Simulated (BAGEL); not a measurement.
**NEVPT2(10,8)/aug-cc-pVTZ (density fitting with cc-pvqz-jkfit) run of GaBr (SMILES [Ga][Br])**

Aim: the energy change on altering one bond length of GaBr at NEVPT2(10,8)/aug-cc-pVTZ (density fitting with cc-pvqz-jkfit), from 2 runs. 

The calculation is run with BAGEL 1.2.2.

2 further runs of the same task are left out: 2 set aside as unsound or not needed. Runs told in other sessions of the task aren't counted.

### 1 Starting point

GaBr has 2 atoms, charge 0, and is taken as a singlet. As SMILES, `[Ga][Br]`. Geometry: a GFN2-xTB relaxation, a rough one for these elements and not checked as a minimum.

Bond lengths: Ga1–Br2 2.402 Å.

### 2 The energy at NEVPT2(10,8)/aug-cc-pVTZ (density fitting with cc-pvqz-jkfit)

Input file job.json:

```json
{ "bagel" : [

{
  "title" : "molecule",
  "basis" : "aug-cc-pvtz.json",
  "df_basis" : "cc-pvqz-jkfit",
  "angstrom" : true,
  "geometry" : [
    { "atom" : "Ga", "xyz" : [       0.000000,       0.000000,       0.000000 ] },
    { "atom" : "Br", "xyz" : [       0.000000,       0.000000,       2.401950 ] }
  ]
},

{
  "title" : "hf"
},

{
  "title" : "casscf",
  "nstate" : 1,
  "nact" : 8,
  "nclosed" : 28,
  "maxiter" : 200,
  "natocc" : true
},

{
  "title" : "nevpt2",
  "nstate" : 1,
  "nact" : 8,
  "nclosed" : 28,
  "maxiter" : 200,
  "natocc" : true,
  "ncore" : 18
},

{
  "title" : "print",
  "file" : "orbitals.molden",
  "orbitals" : true
}

]}
```

The basis set aug-cc-pVTZ is read from a file made from the Basis Set Exchange's data (not shown).

The run is started by

```
$ BAGEL_NUM_THREADS=1 BAGEL job.json > job.out
```

What it wrote:

```text
* using 1 threads per process

  ===============================================================
  ===============================================================

  *** Geometry ***

  { "atom" : "Ga", "xyz" : [      0.000000,      0.000000,      0.000000 ] },
  { "atom" : "Br", "xyz" : [      0.000000,      0.000000,      4.539028 ] },

  Number of auxiliary basis functions:      436

  Since a DF basis is specified, we compute 2- and 3-index integrals:
    o Being stored without compression. Storage requirement is 0.049 GB

  Number of basis functions:      118
  Number of electrons      :       66

    * METHOD: MOLECULE                             0.59

  *** RHF ***

  === Nuclear Repulsion ===
   239.0379789658

      * DIIS with orbital gradients will be used.

  === RHF iteration (aug-cc-pvtz.json) ===
      0      -4495.73705386          0.00909439           0.18
      1      -4495.80642650          0.00492114           0.17
      2      -4495.82464090          0.00082423           0.17
      3      -4495.82575194          0.00026235           0.17
      4      -4495.82588149          0.00008009           0.17
      5      -4495.82589144          0.00002995           0.17
      6      -4495.82589258          0.00000899           0.17
      7      -4495.82589269          0.00000162           0.17
      8      -4495.82589269          0.00000045           0.17
      9      -4495.82589269          0.00000018           0.17
     10      -4495.82589269          0.00000005           0.17
     11      -4495.82589269          0.00000001           0.17
     12      -4495.82589269          0.00000000           0.17
    * SCF iteration converged.

    * Permanent dipole moment:
           (    0.000000,    -0.000000,     1.104314) a.u.

    * METHOD: HF                                   2.84

  ---------------------------
      CASSCF calculation
  ---------------------------

    * nstate   :      1
    * nclosed  :     28
    * nact     :      8
    * nvirt    :     82
  === CASSCF iteration (aug-cc-pvtz.json) ===

    * Using the second-order algorithm

      0  0     -4495.82974754     3.08e-04      0.11

      1  0     -4495.85117888     6.19e-04      1.11

      2  0     -4495.85434695     1.69e-04      1.00

      3  0     -4495.86455431     5.03e-04      1.03

      4  0     -4495.86532508     1.10e-04      1.18

      5  0     -4495.86537850     5.06e-05      1.21

      6  0     -4495.86539438     2.75e-05      1.29

      7  0     -4495.86540004     1.57e-05      1.18

      8  0     -4495.86540215     9.27e-06      1.19

      9  0     -4495.86540294     5.58e-06      1.29

     10  0     -4495.86540325     3.40e-06      1.25

     11  0     -4495.86540336     2.08e-06      1.25

     12  0     -4495.86540341     1.28e-06      1.20

     13  0     -4495.86540342     7.92e-07      1.21

     14  0     -4495.86540343     4.91e-07      1.24

     15  0     -4495.86540343     3.04e-07      1.20

     16  0     -4495.86540343     1.89e-07      1.21

     17  0     -4495.86540343     1.17e-07      1.20

     18  0     -4495.86540343     7.29e-08      1.25

     19  0     -4495.86540343     4.53e-08      1.23

     20  0     -4495.86540343     2.82e-08      1.20

     21  0     -4495.86540343     1.75e-08      1.23

     22  0     -4495.86540343     1.09e-08      1.14

     23  0     -4495.86540343     6.78e-09      1.18

    * Second-order optimization converged. *

     guess   0:   closed 11111...             open ........

  === FCI iteration ===

      0  0     -4495.82511644     3.23e-03      0.00
      1  0     -4495.86311956     9.84e-04      0.00
      2  0     -4495.86517815     3.30e-04      0.00
      3  0     -4495.86539281     6.94e-05      0.00
      4  0     -4495.86540254     2.05e-05      0.00
      5  0     -4495.86540336     6.24e-06      0.00
      6  0     -4495.86540343     1.47e-06      0.00
      7  0     -4495.86540343     2.68e-07      0.00
      8  0     -4495.86540343     4.60e-08      0.00
      9  0     -4495.86540343     9.30e-09      0.00
     10  0     -4495.86540343     1.92e-09      0.00
     11  0     -4495.86540343     4.26e-10      0.00
     12  0     -4495.86540343     1.11e-10      0.00
     13  0 *   -4495.86540343     2.83e-11      0.00

     * ci vector, state   0, <S^2> = 0.0000
       22222...    -0.9710151428
       2222.2..     0.1476268065
       2222..2.     0.1476268065
       222.2..2     0.0748193184

    * METHOD: CASSCF                              27.96

    * freezing 18 orbitals

  === DF-NEVPT2 calculation ===

    * 3-index integral transformation done
    * assembly done

      NEVPT2 correlation energy:   -0.3049638068      0.69

          (+0)     -0.0898112170
          (+0)'    -0.0107853459
          (+1)     -0.0054402935
          (+1)'    -0.0016476302
          (+2)     -0.0004330777
          (-1)     -0.0363641286
          (-1)'    -0.0417756156
          (-2)     -0.1187064982

      NEVPT2 total energy:       -4496.1703672417

    * METHOD: NEVPT2                              13.05

    * METHOD: PRINT                                0.05

  ===============================================================
```

Wall time 45 s (1 thread of Arm Neoverse N1, shared host); peak memory 0.6 GiB.

### 3 The distorted shape, same level

Input file input.json:

```json
{ "bagel": [

{
  "title": "molecule",
  "basis": "aug-cc-pvtz.json",
  "df_basis": "cc-pvqz-jkfit",
  "angstrom": true,
  "geometry": [
    { "atom": "Ga", "xyz": [       0.000000,       0.000000,      -0.360250 ] },
    { "atom": "Br", "xyz": [       0.000000,       0.000000,       2.401950 ] }
  ]
},

{ "title": "hf" },

{ "title": "casscf", "nstate": 1, "nact": 8, "nclosed": 28, "nspin": 0, "maxiter": 200, "natocc": true },

{ "title": "nevpt2", "nstate": 1, "nact": 8, "nclosed": 28, "nspin": 0, "maxiter": 200, "natocc": true, "ncore": 18 },

{ "title": "print", "file": "orbitals.molden", "orbitals": true }

]}
```

The basis set aug-cc-pVTZ is read from a file made from the Basis Set Exchange's data (not shown).

The run is started by

```
$ BAGEL_NUM_THREADS=1 BAGEL input.json > input.out
```

What it wrote:

```text
* using 1 threads per process

  ===============================================================
  ===============================================================

  *** Geometry ***

  { "atom" : "Ga", "xyz" : [      0.000000,      0.000000,     -0.680774 ] },
  { "atom" : "Br", "xyz" : [      0.000000,      0.000000,      4.539028 ] },

  Number of auxiliary basis functions:      436

  Since a DF basis is specified, we compute 2- and 3-index integrals:
    o Being stored without compression. Storage requirement is 0.049 GB

  Number of basis functions:      118
  Number of electrons      :       66

    * METHOD: MOLECULE                             0.62

  *** RHF ***

  === Nuclear Repulsion ===
   207.8623103240

      * DIIS with orbital gradients will be used.

  === RHF iteration (aug-cc-pvtz.json) ===
      0      -4495.71696408          0.00917706           0.19
      1      -4495.79010273          0.00513235           0.18
      2      -4495.81109102          0.00080814           0.18
      3      -4495.81217637          0.00026855           0.18
      4      -4495.81232292          0.00008756           0.18
      5      -4495.81233689          0.00003146           0.18
      6      -4495.81233851          0.00000687           0.18
      7      -4495.81233858          0.00000143           0.18
      8      -4495.81233858          0.00000040           0.18
      9      -4495.81233858          0.00000015           0.18
     10      -4495.81233858          0.00000004           0.18
     11      -4495.81233858          0.00000001           0.18
     12      -4495.81233858          0.00000001           0.18
    * SCF iteration converged.

    * Permanent dipole moment:
           (    0.000000,     0.000000,     2.248311) a.u.

    * METHOD: HF                                   2.92

  ---------------------------
      CASSCF calculation
  ---------------------------

    * nstate   :      1
    * nclosed  :     28
    * nact     :      8
    * nvirt    :     82
  === CASSCF iteration (aug-cc-pvtz.json) ===

    * Using the second-order algorithm

      0  0     -4495.81819963     4.19e-04      0.11

      1  0     -4495.83834824     5.36e-04      1.06

      2  0     -4495.84934568     7.78e-04      1.04

      3  0     -4495.85128054     2.65e-04      1.13

      4  0     -4495.85137987     9.57e-05      1.19

      5  0     -4495.85139344     3.44e-05      1.13

      6  0     -4495.85139568     1.24e-05      1.22

      7  0     -4495.85139610     4.51e-06      1.20

      8  0     -4495.85139620     1.69e-06      1.20

      9  0     -4495.85139623     7.64e-07      1.20

     10  0     -4495.85139624     4.84e-07      1.18

     11  0     -4495.85139624     3.61e-07      1.21

     12  0     -4495.85139624     2.72e-07      1.19

     13  0     -4495.85139625     2.01e-07      1.20

     14  0     -4495.85139625     1.47e-07      1.21

     15  0     -4495.85139625     1.06e-07      1.18

     16  0     -4495.85139625     7.59e-08      1.21

     17  0     -4495.85139625     5.42e-08      1.22

     18  0     -4495.85139625     3.86e-08      1.19

     19  0     -4495.85139625     2.75e-08      1.13

     20  0     -4495.85139625     1.95e-08      1.11

     21  0     -4495.85139625     1.39e-08      1.12

     22  0     -4495.85139625     9.86e-09      1.08

    * Second-order optimization converged. *

     guess   0:   closed 11111...             open ........

  === FCI iteration ===

      0  0     -4495.81129295     3.09e-03      0.00
      1  0     -4495.84872243     9.93e-04      0.00
      2  0     -4495.85104735     3.68e-04      0.00
      3  0     -4495.85137768     9.00e-05      0.00
      4  0     -4495.85139390     2.91e-05      0.00
      5  0     -4495.85139598     1.05e-05      0.00
      6  0     -4495.85139623     2.79e-06      0.00
      7  0     -4495.85139625     6.72e-07      0.00
      8  0     -4495.85139625     1.37e-07      0.00
      9  0     -4495.85139625     3.35e-08      0.00
     10  0     -4495.85139625     8.57e-09      0.00
     11  0     -4495.85139625     2.23e-09      0.00
     12  0     -4495.85139625     5.38e-10      0.00
     13  0     -4495.85139625     1.31e-10      0.00
     14  0 *   -4495.85139625     3.30e-11      0.00

     * ci vector, state   0, <S^2> = -0.0000
       22222...    -0.9705985117
       2222.2..     0.1438438513
       2222..2.     0.1438438513
       222.2..2     0.0909384910

    * METHOD: CASSCF                              26.11

    * freezing 18 orbitals

  === DF-NEVPT2 calculation ===

    * 3-index integral transformation done
    * assembly done

      NEVPT2 correlation energy:   -0.2996623634      0.69

          (+0)     -0.0890671068
          (+0)'    -0.0097609105
          (+1)     -0.0041106058
          (+1)'    -0.0018947737
          (+2)     -0.0004362169
          (-1)     -0.0354437617
          (-1)'    -0.0372790113
          (-2)     -0.1216699767

      NEVPT2 total energy:       -4496.1510586096

    * METHOD: NEVPT2                              12.04

    * METHOD: PRINT                                0.05

  ===============================================================
```

It took 42 s on 1 thread of Arm Neoverse N1, shared host; peak memory 0.56 GiB.

### 4 Outcome

Level: NEVPT2(10,8)/aug-cc-pVTZ (density fitting with cc-pvqz-jkfit), 18 core orbitals frozen.

| quantity | value |
| --- | --- |
| first shape: total energy | -4496.17037 Eh |
| distorted shape: total energy | -4496.15106 Eh |
| energy change with the Ga1–Br2 bond stretched from 2.402 to 2.762 Å | 0.525 eV |

**Reading.** With the Ga1–Br2 bond stretched from 2.402 to 2.762 Å the energy rises by 0.53 eV (12.1 kcal/mol). The first shape isn't relaxed at this level, so the change isn't measured from a minimum.
